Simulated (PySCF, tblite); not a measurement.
**C6H12N radical: geometry, infrared bands and EPR parameters**

What infrared bands and EPR parameters should C6H12N radical (`[CH2]C[C@](C)(N)C=C`) show?

Programs: tblite 0.8.0 and PySCF 2.14.0, with density-fitted response routines of our own. Each step states its level of theory. These are calculated values for one molecule in the gas phase, unless marked as measured. Atoms count from 0, in the outputs and in this text.

## (1) The molecule as given

19 atoms, charge 0, multiplicity 2; geometry from: force field or distance geometry start.

Bonds of the start (Å): C0–C1 1.48, C1–C2 1.53, C2–C3 1.51, C2–N4 1.41, C2–C5 1.48, C5–C6 1.33, C0–H7 1.08, C0–H8 1.08, C1–H9 1.11, C1–H10 1.11, C3–H11 1.10, C3–H12 1.09, C3–H13 1.13, N4–H14 1.01, N4–H15 1.01, C5–H16 1.10, C6–H17 1.08, C6–H18 1.08.

## (2) Geometry optimisation with GFN2-xTB

What the job is given:

```
{"job": {"kind": "relax", "xc": "GFN2-xTB", "basis": "xTB"}, "charge": 0, "multiplicity": 2}
C     -0.243100     1.910100    -0.776800
C     -1.015300     0.659500    -0.651400
C     -0.226000    -0.351200     0.176500
C     -1.090300    -1.586700     0.245100
N     -0.000800     0.158800     1.467400
C      1.076300    -0.620700    -0.483200
C      2.224400    -0.086300    -0.061600
H     -0.371600     2.709800    -0.066600
H      0.219300     2.120000    -1.728000
H     -2.007900     0.877200    -0.198700
H     -1.202900     0.231800    -1.656600
H     -0.515200    -2.499800     0.038400
H     -1.995900    -1.498200    -0.350600
H     -1.425300    -1.659300     1.320300
H     -0.394500    -0.306400     2.278400
H      0.490900     1.032800     1.609800
H      1.042800    -1.296100    -1.345000
H      2.307600     0.572900     0.784400
H      3.117900    -0.358800    -0.609000
```

On the command line:

```sh
$ OMP_NUM_THREADS=1 python probes_run.py task.json out
```

This one command runs all jobs of the session in turn.

**Question.** This job is followed by: GFN2-xTB harmonic vibrations, gas phase; UKS B3LYP, pcH-1 on C H N, non-relativistic, mean-field spin-orbit, GIAO. Predict these results of the whole session: strongest single infrared mode (GFN2-xTB); zero-point energy (GFN2-xTB); g(iso) (B3LYP); ⟨S²⟩; largest a(iso) (averaged by class); surface potential, 1st and 99th percentile.

The runs gave:

| quantity | value |
| --- | --- |
| strongest single infrared mode (GFN2-xTB) | 908 cm⁻¹, 260 km/mol |
| zero-point energy (GFN2-xTB) | 102.6 kcal/mol |
| g(iso) (B3LYP) | 2.00272 |
| ⟨S²⟩ | 0.754 (exact 0.75) |
| largest a(iso) (averaged by class) | 13C on C0, 97.0 MHz |
| surface potential, 1st and 99th percentile | -1.53 V and 1.25 V |

What this shows: Relaxing lowered the energy by 0.717 eV in 126 steps; the close pair that moved most is C1–C2, from 1.526 to 1.593 Å. No mode is imaginary among the 51: a minimum at this level. The strongest single mode, at 908 cm⁻¹, is spread over several atoms, N4, H15, H14 among them. GFN2-xTB is a fitted tight-binding method: band positions and strengths are rough. Its intensities can rank the bands wrongly. Most of the unpaired spin sits on C0 (1.07 e). The isotropic g lies 0.4 ppt above the free-electron value.
